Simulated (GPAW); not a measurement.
Runs of GPAW 26.7.0 on InSe2. It takes space group P4/nmm (No. 129, tetragonal). The conventional cell has a = 3.895 Å, b = 3.895 Å, c = 9.626 Å, α = 90.00°, β = 90.00°, γ = 90.00°. In (site symmetry 4mm) is surrounded by 4 Se at 2.84 Å. Se (site symmetry -4m2) has 4 Se at 2.75 Å as nearest neighbours. Se (site symmetry 4mm) has 4 In at 2.84 Å as nearest neighbours. The cell comes from a database or a generator and needn't be the stable form of this composition.

```csv
task,level,potentials or basis,cell,k mesh,cutoff (eV),maxiter,band path,band points,optimizer,fmax,gap on the mesh (eV),pressure (GPa),relaxed volume (Å³/atom),largest force (eV/Å)
band structure,PBE,"GPAW PAW data sets (gpaw-data 1.2.1), pw",as given,6 × 6 × 3,600,150,"GXMGZRAZ,XR,MA",80,-,-,-,-0.4,-,0.07
band structure,LDA,"the program's PAW data sets (release 1.2.1) made for this functional, pw",as given,6 × 6 × 3,600,150,"GXMGZRAZ,XR,MA",80,-,-,-,-5.2,-,0.12
relaxation of cell and atoms,PBEsol+D3(BJ)+ATM,"PAW data sets generated in the run's folder for this functional, pw",relaxed,5 × 5 × 2,600,150,-,-,BFGS,0.02 eV/Å,none,0.0,(c),-
relaxation of cell and atoms,PBEsol+D3,"PAW data sets generated in the run's folder for this functional, pw",relaxed,5 × 5 × 2,600,150,-,-,BFGS,0.02 eV/Å,none,-0.1,22.23,0.01
band structure,PBEsol,"PAW data sets generated in the run's folder for this functional, pw",as given,6 × 6 × 3,600,150,"GXMGZRAZ,XR,MA",80,-,-,-,(a),-,0.09
band structure,r2SCAN,"GPAW PAW data sets (gpaw-data 1.2.1), pw",as given,6 × 6 × 3,600,150,"GXMGZRAZ,XR,MA",80,-,-,-,(d),-,0.19
single point,PBEsol,"PAW data sets generated in the run's folder for this functional, pw",as given,7 × 7 × 3,600,150,-,-,-,-,none,-3.5,-,0.15
relaxation of cell and atoms,PBEsol,"PAW data sets generated in the run's folder for this functional, pw",relaxed,5 × 5 × 2,600,150,-,-,BFGS,0.02 eV/Å,none,-0.1,22.64,0.01
relaxation of cell and atoms,PBEsol+D4,"PAW data sets generated in the run's folder for this functional, pw",relaxed,5 × 5 × 2,600,150,-,-,BFGS,0.02 eV/Å,none,0.0,21.97,-
relaxation of cell and atoms,PBEsol+D3(BJ),"PAW data sets generated in the run's folder for this functional, pw",relaxed,5 × 5 × 2,600,150,-,-,BFGS,0.02 eV/Å,none,0.0,21.62,0.01
single point,PBE,"GPAW PAW data sets (gpaw-data 1.2.1), pw",as given,6 × 6 × 3,450,120,-,-,-,-,none,-1.3,-,(b)
```

Alike in all rows: no spin polarisation; smearing fermi-dirac 0.05 eV.

Fill in the values left out.

(a) -3.7; (b) 0.06; (c) 21.74; (d) -2.1.

Caveats: later steps reuse the first step's grids (some runs); pairwise dispersion overbinds metals, which lowers pressure and volume (some runs); the PAW data sets were made with another functional, which shifts forces and pressure a little (some runs); the cutoff is short for stress and forces, so pressures can be off by a GPa or more (some runs).

A k mesh can miss the band edges, and the runs leave out spin-orbit coupling on In, Se.

A gap of «none» marks a metal or a gap under the smearing width.

Not every run made on this cell is shown here.
